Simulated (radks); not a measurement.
# Sr²⁺ in [Ar] 3d10 4s2 4p4 4d2: an all-electron calculation

An exercise on one series of results from a longer session: the logs are not shown, and one member is left open.

Program: radks (a radial shooting solver on a logarithmic mesh, Libxc functionals) version 1. Level of theory: Dirac Kohn-Sham, PBE, spin-unpolarised, spherical densities, finite nucleus; open shells fill j = l - 1/2 first. These are calculated values, not measurements, unless marked.

### Starting point

```
element            : strontium (Z = 38)
charge             : +2
electrons          : 36
configuration      : [Ar] 3d10 4s2 4p4 4d2
nuclear rms radius : 4.224 fm
```

Set-up of the first run:

Input:

```text
Z 38
configuration [Ar] 3d10 4s2 4p4 4d2 5s0 5p0
relativity Dirac
functional pbe,pbe
spin unpolarised
j_filling energy
nucleus finite rms 4.224 fm
c 137.035999084
```

One of the session's tables, all rows but one given; the rest of the session is left out.

It belongs to the step «Radial structure». From the orbitals of this run (lengths in bohr):

| level | <r> | outermost maximum (interpolated) | 90 % within | nodes |
| --- | --- | --- | --- | --- |
| 1s1/2 | 0.03916 | 0.0255 | 0.0701 | 0 |
| 2s1/2 | 0.1722 | 0.145 | 0.267 | 1 |
| 2p1/2 | 0.1475 | 0.114 | 0.241 | 0 |
| 2p3/2 | 0.1516 | 0.117 | 0.247 | 0 |
| 3s1/2 | 0.4917 | 0.436 | 0.729 | 2 |
| 3p1/2 | 0.4910 | 0.425 | 0.746 | 1 |
| 3p3/2 | 0.5014 | 0.434 | 0.761 | 1 |
| 3d3/2 | 0.4951 | 0.375 | 0.802 | 0 |
| 3d5/2 | 0.4987 | 0.378 | 0.808 | 0 |
| 4s1/2 | 1.328 | 1.18 | 1.94 | 3 |
| 4p1/2 | 1.485 | 1.29 | 2.20 | 2 |
| 4p3/2 | 1.514 | 1.31 | 2.25 | 2 |
| 4d3/2 | 2.217 | 1.76 | 3.46 | 1 |
| 4d5/2 | 2.231 | 1.77 | 3.48 | 1 |
| 5s1/2 | 3.385 | 3.07 | 4.86 | 4 |
| 5p1/2 | ? | ? | ? | ? |
| 5p3/2 | 4.048 | 3.68 | 5.82 | 3 |

Q: Estimate the row for 5p1/2 from the others.

**Answer.** <r>: 3.991; outermost maximum (interpolated): 3.62; 90 % within: 5.74; nodes: 3. In the column «<r>» it lies between 5s1/2 (3.385) and 5p3/2 (4.048).
